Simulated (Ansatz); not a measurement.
# The Ti-Rh system: small convex hull from a Python script

Program: Ansatz 0.2.0, driven from Python. Level of theory: DFT LDA, plane waves, PAW. These are calculated values, not measurements.

**1. The structure**

TiRh P4/mmm: It takes space group P4/mmm (No. 123, tetragonal). The conventional cell has a = 2.988 Å, b = 2.988 Å, c = 3.350 Å, α = 90.00°, β = 90.00°, γ = 90.00°. Ti (site symmetry 4/mmm) has 8 Rh at 2.70 Å and 4 Ti at 2.99 Å as nearest neighbours. Rh (site symmetry 4/mmm) has 8 Ti at 2.70 Å and 4 Rh at 2.99 Å as nearest neighbours.

TiRh Pm-3m: It takes space group Pm-3m (No. 221, cubic). Conventional cell: a = 3.115 Å, b = 3.115 Å, c = 3.115 Å, α = 90.00°, β = 90.00°, γ = 90.00°. Ti (site symmetry m-3m) has 8 Rh at 2.70 Å as nearest neighbours. Around Rh (site symmetry m-3m) lie 8 Ti at 2.70 Å.

TiRh3 Pm-3m: It takes space group Pm-3m (No. 221, cubic). The conventional cell has a = 3.822 Å, b = 3.822 Å, c = 3.822 Å, α = 90.00°, β = 90.00°, γ = 90.00°. Ti (site symmetry m-3m) has 12 Rh at 2.70 Å as nearest neighbours. Rh (site symmetry 4/mmm) is surrounded by 4 Ti at 2.70 Å and 8 Rh at 2.70 Å.

Ti P6_3/mmc: It takes space group P6_3/mmc (No. 194, hexagonal). The conventional cell has a = 2.950 Å, b = 2.950 Å, c = 4.680 Å, α = 90.00°, β = 90.00°, γ = 120.00°. Ti (site symmetry -6m2) is surrounded by 12 Ti at 2.89 to 2.95 Å.

Rh Fm-3m: Symmetry: Fm-3m, No. 225, cubic system. The conventional cell has a = 3.796 Å, b = 3.796 Å, c = 3.796 Å, α = 90.00°, β = 90.00°, γ = 90.00°. Rh (site symmetry m-3m) is surrounded by 12 Rh at 2.68 Å.

The script holds or builds the structure itself.

**2. The script**

The input, hull_tirh.py:

```python
'''Convex hull of a few Ti-Rh phases, after relaxing cells and atoms.'''

from collections import Counter
import warnings

import ansatz as az
from pymatgen.analysis.phase_diagram import PDEntry, PhaseDiagram
from pymatgen.core import Composition

PHASES = {
    'TiRh P4/mmm': (
        [(2.988, 0.0, 0.0), (0.0, 2.988, 0.0), (0.0, 0.0, 3.35)],
        [
            ('Ti', (0.5, 0.5, 0.5)),
            ('Rh', (0.0, 0.0, 0.0)),
        ],
    ),
    'TiRh Pm-3m': (
        [(3.115202, 0.0, 0.0), (0.0, 3.115202, 0.0), (0.0, 0.0, 3.115202)],
        [
            ('Ti', (0.5, 0.5, 0.5)),
            ('Rh', (0.0, 0.0, 0.0)),
        ],
    ),
    'TiRh3 Pm-3m': (
        [(3.822, 0.0, 0.0), (0.0, 3.822, 0.0), (0.0, 0.0, 3.822)],
        [
            ('Ti', (0.0, 0.0, 0.0)),
            ('Rh', (0.0, 0.5, 0.5)),
            ('Rh', (0.5, 0.0, 0.5)),
            ('Rh', (0.5, 0.5, 0.0)),
        ],
    ),
    'Ti': (
        [(2.95, 0.0, 0.0), (-1.475, 2.554775, 0.0), (0.0, 0.0, 4.68)],
        [
            ('Ti', (1 / 3, 2 / 3, 0.25)),
            ('Ti', (2 / 3, 1 / 3, 0.75)),
        ],
    ),
    'Rh': (
        [(0.0, 1.89785, 1.89785), (1.89785, 0.0, 1.89785), (1.89785, 1.89785, 0.0)],
        [
            ('Rh', (0.0, 0.0, 0.0)),
        ],
    ),
}


def build(vectors, sites):
    crystal = az.Crystal(lattice=az.Lattice.of(vectors))
    for symbol, position in sites:
        crystal = crystal.atom(symbol, position)
    return crystal


def compute(name, crystal):
    calc = (
        crystal.calculation()
        .functional('lda')
        .basis(500)
        .kpoints(spacing=0.3)
        .occupations('gaussian', width=0.05)
    )
    calc = calc.relax(force_tolerance=0.02, cell=True)
    return calc.run()


def counts(outcome):
    return Counter(site.symbol for site in outcome.lattice.sites)

warnings.simplefilter('ignore', az.DeckWarning)

phases = {name: build(*cell) for name, cell in PHASES.items()}

done = {}
for name, crystal in phases.items():
    done[name] = compute(name, crystal)
    print(f'{name}: {done[name].report["energy_sigma0_ev"]:.4f} eV, {len(done[name].lattice.sites)} atoms')

entries = [PDEntry(Composition(dict(counts(o))), o.report['energy_sigma0_ev'], name=name) for name, o in done.items()]
diagram = PhaseDiagram(entries)
rows = [(e.name, e.composition.get_atomic_fraction('Rh'), diagram.get_form_energy_per_atom(e), diagram.get_e_above_hull(e)) for e in entries]
rows.sort(key=lambda row: row[1])
print('     phase       x(Rh)  E_form (eV/atom)  above hull (eV/atom)')
for row in rows:
    print(f'{str(row[0]):>10}  {row[1]:10.3f}  {row[2]:16.4f}  {row[3]:20.4f}')
print('on the hull of these phases:', ', '.join(row[0] for row in rows if row[3] < 1e-6))
```

**3. The input behind the calls**

The package turns the script's settings into the engine's input (first run):

```yaml
crystal:
  lattice:
    - [2.988, 0.0, 0.0]
    - [0.0, 2.988, 0.0]
    - [0.0, 0.0, 3.35]
  atoms:
    - { symbol: Ti, position: [0.5, 0.5, 0.5] }
    - { symbol: Rh, position: [0.0, 0.0, 0.0] }
basis:
  ecutwfc: 500.0
kpoints:
  mp_grid:
    kspacing: 0.3
hamiltonian:
  xc: lda
scf:
  occupations:
    method: gaussian
    width: 0.05
relax:
  f_tol: 0.02
  cell: {}
```

**4. The run**

Started as:

```bash
$ python hull_tirh.py
```

**Question.** How long does this script take on 1 thread of Arm Neoverse V2, shared host, and how much memory does it need?

About 34 s, with a peak of 0.53 GiB.
